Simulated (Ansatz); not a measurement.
**C₃H₈BN: a ladder of functionals and wavefunction methods**

Aim: compute C₃H₈BN with functionals from several rungs and with coupled cluster. The yardstick is the atomisation energy at the CCSD(T) limit.

Method: functionals in def2-TZVPP, the program's frozen cores in correlated methods; program: Ansatz 0.2.0, Gaussian basis.

Plan: LDA (SPW92), PBE-D4, revPBE-D4, BLYP-D4, r2SCAN-D4, B97M-V, PBE0-D4, B3LYP-D4, r2SCANh-D4, r2SCAN0-D4, HSE06-D4, BHLYP-D4, CAM-B3LYP-D4, LC-ωPBE, ωB97X-V, ωB97M-V, B2PLYP, PBE-QIDH; CCSD(T)/def2-SVP; CCSD(T)/def2-TZVPP; MP2/def2-QZVPP; extrapolation to the limit; RPA on PBE.

### Step 1. Structure used throughout

The geometry comes from an earlier relaxation with PBE0-D4 in a triple-zeta def2 set; it is a stationary point, not always the lowest conformer.

SMILES `BN(C)C=C`, 13 atoms, charge 0, spin multiplicity 1.

Atoms are counted from 1 here; the program's logs count them from 0.

Bond lengths: B1–N2 1.399 Å, B1–H6 1.195 Å, B1–H7 1.195 Å, N2–C3 1.449 Å, N2–C4 1.395 Å, C3–H8 1.094 Å, C3–H9 1.094 Å, C3–H10 1.087 Å, C4–C5 1.331 Å, C4–H11 1.084 Å, C5–H12 1.082 Å, C5–H13 1.081 Å. Angles: N2–B1–H6 118.5°, N2–B1–H7 119.0°, H6–B1–H7 122.5°, B1–N2–C3 122.3°, B1–N2–C4 121.2°, C3–N2–C4 116.5°, N2–C3–H8 110.7°, N2–C3–H9 110.7°, N2–C3–H10 109.1°, H8–C3–H9 108.1°, H8–C3–H10 109.1°, H9–C3–H10 109.1°, N2–C4–C5 126.4°, N2–C4–H11 112.9°, C5–C4–H11 120.7°, C4–C5–H12 123.3°, C4–C5–H13 119.4°, H12–C5–H13 117.4°.

Geometry (Å):

```
B    -0.1594    0.3705   -1.8510
N     0.0383    0.1249   -0.4883
C     1.2884    0.4266    0.1787
C    -0.9699   -0.4279    0.3008
C    -0.8941   -0.7033    1.6003
H    -1.2179    0.0955   -2.3332
H     0.7325    0.8457   -2.4887
H     1.7260   -0.4793    0.6089
H     1.1312    1.1451    0.9888
H     1.9831    0.8497   -0.5429
H    -1.8780   -0.6303   -0.2556
H    -0.0098   -0.5186    2.1956
H    -1.7500   -1.1335    2.1017
```

### Step 2. LDA

This LDA is Slater exchange with PW92 correlation.

in.yaml

```yaml
crystal:
  periodic: [false, false, false]
  atoms:
    - {symbol: B, position_ang: [-0.159378, 0.370526, -1.851008]}
    - {symbol: N, position_ang: [0.038320, 0.124930, -0.488303]}
    - {symbol: C, position_ang: [1.288410, 0.426593, 0.178711]}
    - {symbol: C, position_ang: [-0.969881, -0.427908, 0.300754]}
    - {symbol: C, position_ang: [-0.894068, -0.703288, 1.600305]}
    - {symbol: H, position_ang: [-1.217949, 0.095525, -2.333181]}
    - {symbol: H, position_ang: [0.732451, 0.845650, -2.488720]}
    - {symbol: H, position_ang: [1.725996, -0.479283, 0.608866]}
    - {symbol: H, position_ang: [1.131245, 1.145073, 0.988767]}
    - {symbol: H, position_ang: [1.983074, 0.849711, -0.542939]}
    - {symbol: H, position_ang: [-1.878035, -0.630339, -0.255617]}
    - {symbol: H, position_ang: [-0.009813, -0.518613, 2.195580]}
    - {symbol: H, position_ang: [-1.749971, -1.133475, 2.101687]}
basis:
  gaussian: {orbitals: def2-TZVPP}
hamiltonian: {xc: lda}
output: {orbitals: {seedname: orbitals}}
```

The runs that follow: PBE-D4 (GGA); revPBE-D4 (GGA); BLYP-D4 (GGA); r2SCAN-D4 (meta-GGA); B97M-V (meta-GGA); PBE0-D4 (hybrid); B3LYP-D4 (hybrid); r2SCANh-D4 (hybrid); r2SCAN0-D4 (hybrid); HSE06-D4 (hybrid); BHLYP-D4 (hybrid); CAM-B3LYP-D4 (range-separated); LC-ωPBE-D4 (range-separated); ωB97X-V (range-separated); ωB97M-V (range-separated); B2PLYP (double hybrid); PBE-QIDH (double hybrid); CCSD(T) in def2-SVP; CCSD(T) in def2-TZVPP; MP2 in def2-QZVPP; RPA on PBE orbitals.

Q: Predict the results of all the runs planned. Wanted: atomisation energy, CCSD(T)/CBS; farthest beyond LDA; mean size of error, GGA; mean size of error, meta-GGA; mean size of error, hybrid; mean size of error, range-separated; mean size of error, double hybrid; gap, smallest and largest; T1 diagnostic.

The runs gave:

```
                               quantity                                                              value
        atomisation energy, CCSD(T)/CBS                                                          53.321 eV
    functionals within 0.267 eV (0.5 %)  revPBE-D4, B97M-V, r2SCANh-D4, LC-ωPBE, ωB97X-V, B2PLYP, PBE-QIDH
                    farthest beyond LDA                                                 PBE-D4 (+1.438 eV)
                mean size of error, GGA                                                           0.673 eV
           mean size of error, meta-GGA                                                           0.278 eV
             mean size of error, hybrid                                                           0.497 eV
    mean size of error, range-separated                                                           0.326 eV
      mean size of error, double hybrid                                                           0.091 eV
              gap, smallest and largest                          4.25 eV (LDA (SPW92)), 11.04 eV (LC-ωPBE)
                          T1 diagnostic                                                             0.0129
triples share of the correlation energy                                                              4.1 %
```

In words: The LDA atomisation energy is off by 7.674 eV (14 %): it overbinds. PBE-D4 misses by +1.438 eV. Double hybrids carry the basis error of their MP2 part in triple zeta, and no dispersion term here, so their miss is partly the set-up's. By mean error the best rung here is double hybrid (0.091 eV) and the worst beyond LDA is GGA (0.673 eV). Misses under about 0.267 eV are within the doubt on the reference itself, which lacks core-valence correlation, relativity and higher excitations. Hartree-Fock recovers 75 % of the binding; the rest is correlation. CCSD(T) in def2-SVP is off by -2.123 eV, so the small basis spoils what the method gains. The gap grows from 4.2 to 11.0 eV across the functionals, mostly with the share of exact exchange.
